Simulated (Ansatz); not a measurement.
# BFH₃NS (SMILES NB(F)S): one structure at several levels

One table from this session's results is given with a row withheld; the runs are named, their logs left out.

Program: Ansatz 0.2.0, Gaussian basis. Level of theory: single points in def2-TZVPP. These are calculated values, not measurements.

Cores are frozen in the correlated methods.

## Starting geometry

SMILES `NB(F)S`, 7 atoms, charge 0, spin multiplicity 1.

Atoms are counted from 1 here; the program's logs count them from 0.

Bond lengths: N1–B2 1.390 Å, N1–H5 0.993 Å, N1–H6 1.055 Å, B2–F3 1.383 Å, B2–S4 1.802 Å, S4–H7 1.297 Å. Angles: B2–N1–H5 126.5°, B2–N1–H6 126.8°, H5–N1–H6 105.6°, N1–B2–F3 116.9°, N1–B2–S4 123.9°, F3–B2–S4 119.0°, B2–S4–H7 94.9°.

As a file:

```mol
BFH3NS
  3D, bonds by distance, orders not assigned

  7  6  0  0  0  0  0  0  0  0999 V2000
   -0.1186    0.7425    0.5619 N   0  0
    0.2022   -0.5616    0.2026 B   0  0
    0.6391   -1.3986    1.2131 F   0  0
    0.2010   -1.1672   -1.4951 S   0  0
   -0.4891    1.4448   -0.0347 H   0  0
   -0.2183    1.1218    1.5415 H   0  0
   -0.1872   -0.0427   -2.0126 H   0  0
  1  2  8  0
  1  5  8  0
  1  6  8  0
  2  3  8  0
  2  4  8  0
  4  7  8  0
M  END
```

The first run:

run/in.yaml

```yaml
crystal:
  periodic: [false, false, false]
  atoms:
    - {symbol: N, position_ang: [-0.118600, 0.742500, 0.561900]}
    - {symbol: B, position_ang: [0.202200, -0.561600, 0.202600]}
    - {symbol: F, position_ang: [0.639100, -1.398600, 1.213100]}
    - {symbol: S, position_ang: [0.201000, -1.167200, -1.495100]}
    - {symbol: H, position_ang: [-0.489100, 1.444800, -0.034700]}
    - {symbol: H, position_ang: [-0.218300, 1.121800, 1.541500]}
    - {symbol: H, position_ang: [-0.187200, -0.042700, -2.012600]}
basis:
  gaussian: {orbitals: def2-TZVPP}
correlation: {method: ccsd_t}
output: {forces: true}
```

The command line of these runs was not kept.

Steps of the session up to this table: CCSD(T)/def2-TZVPP; PBE0-D4/def2-TZVPP; wB97M-V/def2-TZVPP; r2SCAN-D4/def2-TZVPP; PBE-D4/def2-TZVPP; r2SCANh-D4/def2-TZVPP; r2SCAN0-D4/def2-TZVPP.

One of the session's tables, all rows but one given; the rest of the session is left out.

| method | RMS force component (eV/Å) | angle to CCSD(T) forces (°) | dipole (D) |
| --- | --- | --- | --- |
| CCSD(T) | 1.031 | reference | 3.31 |
| PBE0-D4 | 1.026 | 5.0 | 3.37 |
| wB97M-V | 0.998 | 3.2 | 3.32 |
| r2SCAN-D4 | 1.005 | 3.8 | 3.36 |
| PBE-D4 | ? | ? | ? |
| r2SCANh-D4 | 1.028 | 4.5 | 3.38 |
| r2SCAN0-D4 | 1.066 | 7.8 | 3.40 |

**Question.** Estimate the row for PBE-D4.

As computed: RMS force component (eV/Å): 0.966; angle to CCSD(T) forces (°): 12.0; dipole (D): 3.29. In the column «RMS force component (eV/Å)» it is the lowest.
